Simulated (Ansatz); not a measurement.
# B2F3: the cost of one run

Method: DFT PBE, scalar-relativistic, plane waves, PAW, in Ansatz 0.2.0.

1 further run of the same task is left out (set aside as unsound or not needed).

## Step 1: The starting structure

It takes space group R-3m (No. 166, trigonal). Conventional cell: a = 2.828 Å, b = 2.828 Å, c = 19.667 Å, α = 90.00°, β = 90.00°, γ = 120.00°. B (site symmetry 3m) has 6 F at 1.98 to 2.09 Å as nearest neighbours. Around F (site symmetry -3m) lie 6 B at 2.09 Å. Around F (site symmetry 3m) lie 3 B at 1.98 Å.

Structure file:

```cif
data_structure
_symmetry_space_group_name_H-M 'P 1'
_symmetry_Int_Tables_number 1
_cell_length_a 6.7559
_cell_length_b 6.7559
_cell_length_c 6.7559
_cell_angle_alpha 24.166
_cell_angle_beta 24.166
_cell_angle_gamma 24.166
_cell_volume 45.42
loop_
_atom_site_label
_atom_site_type_symbol
_atom_site_fract_x
_atom_site_fract_y
_atom_site_fract_z
_atom_site_occupancy
B1 B 0.40000 0.40000 0.40000 1
B2 B 0.60000 0.60000 0.60000 1
F1 F 0.00000 0.00000 0.00000 1
F2 F 0.20950 0.20950 0.20950 1
F3 F 0.79050 0.79050 0.79050 1
```

(A quick probe on a coarse mesh, which set the mesh and smearing, is not shown.)

## Step 3: Coarse relaxation

The input, input.yaml:

```yaml
crystal:
  lattice:
    - [1.4142054319, 0.8164918868, 6.5555595406]
    - [-1.4142054319, 0.8164918868, 6.5555595406]
    - [0.0, -1.6329837736, 6.5555595406]
  atoms:
    - { symbol: B, position: [0.4, 0.4, 0.4] }
    - { symbol: B, position: [0.6, 0.6, 0.6] }
    - { symbol: F, position: [0.0, 0.0, 0.0] }
    - { symbol: F, position: [0.2095, 0.2095, 0.2095] }
    - { symbol: F, position: [0.7905, 0.7905, 0.7905] }
basis:
  ecutwfc: 420
kpoints:
  mp_grid: { grid: [6, 6, 6] }
hamiltonian:
  xc: pbe
scf:
  occupations: { method: gaussian, width: 0.1 }
  lower_state_search: "off"
output:
  forces: true
  stress: true
  eigenvalues: true
relax:
  adjacent_minimum: "off"
  f_tol: 0.04
  max_steps: 70
  cell: { stress_tol: 0.4 }
```

Command:

```sh
ansatz run input.yaml --threads 1 --pin off --max-ram 2560MiB --backend cpu --events-out ev --progress --plain --runs-dir out
```

Q: Estimate wall time and peak memory on 1 thread of Arm Neoverse V2, shared host.

About 24 s, with a peak of 0.33 GiB.
